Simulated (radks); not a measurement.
# I⁻ held by a Watson sphere

The task here is to estimate one member of a computed series from the others.

Method: scalar-relativistic Kohn-Sham, PBE, spin-polarised, spherical densities, finite nucleus. Code: radks (a radial shooting solver on a logarithmic mesh, Libxc functionals) version 1.

## Starting point

```
element            : iodine (Z = 53)
charge             : -1
electrons          : 54
configuration      : [Xe]
nuclear rms radius : 4.75 fm
```

Outer shells as boxes (Hund's rule):

I⁻
```
[Kr] core
4d [↑↓][↑↓][↑↓][↑↓][↑↓]
5s [↑↓]
5p [↑↓][↑↓][↑↓]
```

The first run:

Input:

```text
Z 53
configuration [Xe]
relativity scalar-relativistic
functional pbe,pbe
spin polarised
nucleus finite rms 4.75 fm
c 137.035999084
watson charge 1 radius 2.42 bohr
response adiabatic LDA kernel
```

Among the steps run: R = 2.42 bohr; R = 2.65 bohr; R = 2.84 bohr; R = 3.42 bohr; R = 3.48 bohr; R = 4.18 bohr; R = 4.6 bohr; R = 4.83 bohr.

One of the session's tables, all rows but one given; the rest of the session is left out.

```
R (bohr)  highest level (eV)  its <r> (bohr)  sum of <r²> (bohr²)  α (bohr³)
    2.42              -7.701           2.469                68.55      35.66
    2.65              -7.499           2.498                69.69      37.77
    2.84              -7.316           2.521                70.60      39.66
    3.42              -6.716           2.580                73.02      45.91
    3.48              -6.653           2.585                73.24      46.58
    4.18              -5.942           2.632                75.36      54.23
     4.6                   ?               ?                    ?          ?
    4.83              -5.350           2.660                76.73      60.73
```

**Question.** Estimate the row for R (bohr) = 4.6.

Worked estimate for «highest level (eV)». A straight line through the neighbours (4.18, -5.942) and (4.83, -5.350) gives -5.942 + (-5.350 + 5.942) × (4.6 − 4.18) / (4.83 − 4.18) = -5.559; a parabola fitted to 3 rows on both sides gives -5.552.

The run gave: highest level (eV): -5.550; its <r> (bohr): 2.652; sum of <r²> (bohr²): 76.30; α (bohr³): 58.52. In «highest level (eV)» the line misses by -0.009 and the parabola by -0.002.

In words: From R = 2.42 to 4.83 bohr the top level moves from -7.701 to -5.350 eV and its mean radius from 2.47 to 2.66 bohr. A wider sphere makes a shallower well, so the ion swells.
